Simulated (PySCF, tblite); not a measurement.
**C4H9BFO−: geometry, infrared bands and NMR shifts**

What infrared bands and NMR shifts should C4H9BFO− (`[BH3-]OC[C@H](F)C=C`) show?

Computed with tblite 0.8.0 and PySCF 2.14.0, with density-fitted response routines of our own, on a single molecule in the gas phase. Atoms count from 0, in the outputs and in this text.

## 1. The molecule as given

16 atoms, charge -1, multiplicity 1; geometry from: force field or distance geometry start.

Bonds of the start (Å): B0–O1 1.47, O1–C2 1.42, C2–C3 1.52, C3–F4 1.40, C3–C5 1.50, C5–C6 1.34, B0–H7 1.19, B0–H8 1.19, B0–H9 1.20, C2–H10 1.12, C2–H11 1.12, C3–H12 1.09, C5–H13 1.09, C6–H14 1.09, C6–H15 1.08.

## 2. Optimising the geometry with GFN2-xTB

Job settings and geometry (Å):

```
{"job": {"kind": "relax", "xc": "GFN2-xTB", "basis": "xTB"}, "charge": -1, "multiplicity": 1}
B     -2.940500    -0.055700    -0.208700
O     -1.620500    -0.684800    -0.388600
C     -0.595400     0.178300     0.084600
C      0.754600    -0.486100    -0.108900
F      0.786500    -1.669400     0.641000
C      1.870900     0.406200     0.345400
C      3.152500     0.037100     0.216300
H     -3.780200    -0.797300    -0.598400
H     -3.017000     0.951100    -0.843500
H     -3.169900     0.170900     0.948800
H     -0.607400     1.129500    -0.507500
H     -0.744200     0.409000     1.166600
H      0.890100    -0.737600    -1.165900
H      1.660200     1.380400     0.774200
H      3.943700     0.705700     0.547000
H      3.409000    -0.928500    -0.195900
```

Run with:

```console
$ OMP_NUM_THREADS=1 python probes_run.py task.json out
```

The driver reads the jobs from task.json and runs them one after another.

**Question.** This job is followed by: GFN2-xTB harmonic vibrations, gas phase; GIAO PBE0/pcSseg-1 NMR shielding, non-relativistic, gas phase. Predict these results of the whole session: strongest single infrared mode (GFN2-xTB); zero-point energy (GFN2-xTB); ¹³C shifts against TMS (PBE0/pcSseg-1); ¹H shifts against TMS (PBE0/pcSseg-1, means over atoms taken as alike); ¹¹B shifts against BF3·OEt2 (PBE0/pcSseg-1); ¹⁷O shifts against H2O (PBE0/pcSseg-1); ¹⁹F shifts against CFCl3 (PBE0/pcSseg-1).

**Answer**, as computed:

| quantity | value |
| --- | --- |
| strongest single infrared mode (GFN2-xTB) | 2045 cm⁻¹, 635 km/mol |
| zero-point energy (GFN2-xTB) | 75.0 kcal/mol |
| ¹³C shifts against TMS (PBE0/pcSseg-1) | 156.5, 106.3, 102.2, 81.6 ppm |
| ¹H shifts against TMS (PBE0/pcSseg-1, means over atoms taken as alike) | 7.04, 5.07, 5.05, 4.85, 4.14, 3.51, 2.56 ppm |
| ¹¹B shifts against BF3·OEt2 (PBE0/pcSseg-1) | -14.5 ppm |
| ¹⁷O shifts against H2O (PBE0/pcSseg-1) | 20.5 ppm |
| ¹⁹F shifts against CFCl3 (PBE0/pcSseg-1) | -235.3 ppm |

What this shows: The optimisation took 149 steps and gained 0.489 eV; among the close pairs (by a distance rule), O1–C2 changed most, from 1.421 to 1.360 Å. No mode is imaginary among the 42: a minimum at this level. The strongest single mode, at 2045 cm⁻¹, moves mainly H8 and H9. Unscaled tight-binding wavenumbers are off by several per cent, some by more. Its intensities can rank the bands wrongly. At PBE0/pcSseg-1: The widest tensor belongs to C5: span 254 ppm, with a paramagnetic part of -227 ppm.
